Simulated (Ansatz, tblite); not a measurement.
**SnHMe2(OAc) (C4H10O2Sn): a ladder of methods and basis sets**

Aim: run the singlet of SnHMe2(OAc) (C4H10O2Sn) at one geometry on many levels, and compare frontier levels, spin and run time.

Program: Ansatz 0.2.0, Gaussian basis. Level of theory: as each input shows. These are calculated values, not measurements.

Levels to be run: GFN1-xTB, GFN2-xTB, PBE-D4/def2-TZVP, r2SCAN-D4/def2-TZVP, LDA/def2-TZVP, B97M-V/def2-TZVP, r2SCAN0-D4/def2-TZVP, PBE+10HF/def2-SVP, PBE+15HF/def2-SVP, PBE+40HF/def2-SVP, PBE-D4/def2-SVP, PBE0-D4/def2-SVP, PBE0-D4/def2-TZVPD, PBE-D4/def2-TZVPD, LDA/def2-TZVPD, CCSD(T)/def2-SVP, MP2/def2-TZVP, RPA/def2-TZVP.

2 further runs of the same task are left out: 2 set aside as unsound or not needed.

### 1 The geometry

The singlet was relaxed beforehand with PBE-D4/def2-SVP.

17 atoms, charge 0, spin multiplicity 1.

Bond lengths: Sn1–H2 1.729 Å, Sn1–C3 2.168 Å, Sn1–C7 2.158 Å, Sn1–O11 2.133 Å, C3–H4 1.107 Å, C3–H5 1.107 Å, C3–H6 1.108 Å, C7–H8 1.105 Å, C7–H9 1.108 Å, C7–H10 1.108 Å, O11–C12 1.317 Å, C12–C13 1.512 Å, C12–O14 1.240 Å, C13–H15 1.104 Å, C13–H16 1.108 Å, C13–H17 1.108 Å. Angles: H2–Sn1–C3 111.1°, H2–Sn1–C7 117.7°, H2–Sn1–O11 108.9°, C3–Sn1–C7 111.8°, C3–Sn1–O11 95.4°, C7–Sn1–O11 109.6°, Sn1–C3–H4 109.6°, Sn1–C3–H5 109.8°, Sn1–C3–H6 110.0°, H4–C3–H5 109.1°, H4–C3–H6 109.2°, H5–C3–H6 109.1°, Sn1–C7–H8 109.2°, Sn1–C7–H9 108.4°, Sn1–C7–H10 110.2°, H8–C7–H9 109.4°, H8–C7–H10 110.6°, H9–C7–H10 109.1° and more.

Sn takes a core potential in the def2 sets. No spin-orbit coupling is included.

PBE0-D4/def2-TZVP was run before; its log isn't repeated, and its numbers join the tables.

### 2 GFN1-xTB

Tight binding, by tblite at 300 K electronic temperature and without a spin-polarisation term:

```python
tblite.interface.Calculator('GFN1-xTB', numbers, positions, charge=0, uhf=0).singlepoint()
```

Energy -700.8677 eV, HOMO -11.97 eV, LUMO -6.86 eV; 0.01 s.

### 3 GFN2-xTB

Tight binding, by tblite at 300 K electronic temperature and without a spin-polarisation term:

```python
tblite.interface.Calculator('GFN2-xTB', numbers, positions, charge=0, uhf=0).singlepoint()
```

Energy -649.7036 eV, HOMO -11.01 eV, LUMO -6.54 eV; 0.009 s.

### 4 PBE-D4/def2-TZVP

start.molden holds the orbitals of an earlier run on this state, given as this run's starting guess.

in.yaml

```yaml
crystal:
  periodic: [false, false, false]
  atoms:
    - {symbol: Sn, position_ang: [0.742587, 0.710429, 0.589887]}
    - {symbol: H, position_ang: [0.841174, 0.606512, 2.313421]}
    - {symbol: C, position_ang: [2.706996, 0.559396, -0.315754]}
    - {symbol: H, position_ang: [2.606960, 0.541749, -1.417867]}
    - {symbol: H, position_ang: [3.203046, -0.371980, 0.017509]}
    - {symbol: H, position_ang: [3.328790, 1.427361, -0.020896]}
    - {symbol: C, position_ang: [-0.406090, 2.331822, -0.252639]}
    - {symbol: H, position_ang: [-1.342591, 2.449856, 0.322035]}
    - {symbol: H, position_ang: [-0.648689, 2.078565, -1.303310]}
    - {symbol: H, position_ang: [0.184638, 3.268685, -0.232964]}
    - {symbol: O, position_ang: [0.027084, -1.147322, -0.175756]}
    - {symbol: C, position_ang: [-1.203149, -1.234820, 0.287435]}
    - {symbol: C, position_ang: [-1.956992, -2.481042, -0.119482]}
    - {symbol: O, position_ang: [-1.692484, -0.348197, 1.003155]}
    - {symbol: H, position_ang: [-2.968452, -2.480531, 0.322067]}
    - {symbol: H, position_ang: [-1.398021, -3.380024, 0.207721]}
    - {symbol: H, position_ang: [-2.024799, -2.530458, -1.224562]}
basis:
  gaussian: {orbitals: def2-TZVP, initial_orbitals: start.molden}
hamiltonian: {xc: pbe, dispersion: d4}
scf: {omitted_lower_state_checks: [starts]}
output: {orbitals: {seedname: orbitals}}
```

Run with:

```bash
ansatz run in.yaml --threads 2 --pin off --events-out ev --progress --plain --max-ram 32768MiB --backend cuda --devices 0, --max-vram 18GiB
```

The runs that follow: r2SCAN-D4/def2-TZVP; LDA/def2-TZVP; B97M-V/def2-TZVP; r2SCAN0-D4/def2-TZVP; PBE+10HF/def2-SVP; PBE+15HF/def2-SVP; PBE+40HF/def2-SVP; PBE-D4/def2-SVP; PBE0-D4/def2-SVP; PBE0-D4/def2-TZVPD; PBE-D4/def2-TZVPD; LDA/def2-TZVPD; CCSD(T)/def2-SVP; MP2/def2-TZVP; RPA/def2-TZVP.

Before running them: what should the planned runs give, taken together? Wanted: gap in def2-TZVP, named functionals, smallest and largest; gap over the share of exact exchange; correlation energy, CCSD(T)/def2-SVP; correlation energy, MP2/def2-TZVP; binding an atom, CCSD(T)/def2-SVP; PBE0 total energy, smallest basis above largest.

The runs gave:

| quantity | value |
| --- | --- |
| gap in def2-TZVP, named functionals, smallest and largest | 5.15 eV (LDA), 8.08 eV (r2SCAN0-D4) |
| gap over the share of exact exchange | 5.29 eV at 0, 9.25 eV at 0.4 |
| correlation energy, CCSD(T)/def2-SVP | -31.20 eV |
| correlation energy, MP2/def2-TZVP | -39.72 eV |
| binding an atom, CCSD(T)/def2-SVP | 3.798 eV |
| PBE0 total energy, smallest basis above largest | 9.86 eV (def2-SVP, def2-TZVPD) |

**Reading.** Orbital gaps of the named functionals in def2-TZVP span 5.15 eV (LDA) to 8.08 eV (r2SCAN0-D4); exact exchange widens it. Raising the share of exact exchange from 0 to 0.4 moves the HOMO by -2.56 eV and the LUMO by +1.40 eV. The functionals in def2-TZVP miss CCSD(T)/def2-SVP by +0.125 (r2SCAN0-D4) to +0.779 eV (LDA) an atom. The yardstick is in a double-zeta basis, so levels in larger sets aren't compared like for like. CCSD(T)/def2-SVP isn't at the basis-set limit; small misses against it rank nothing.
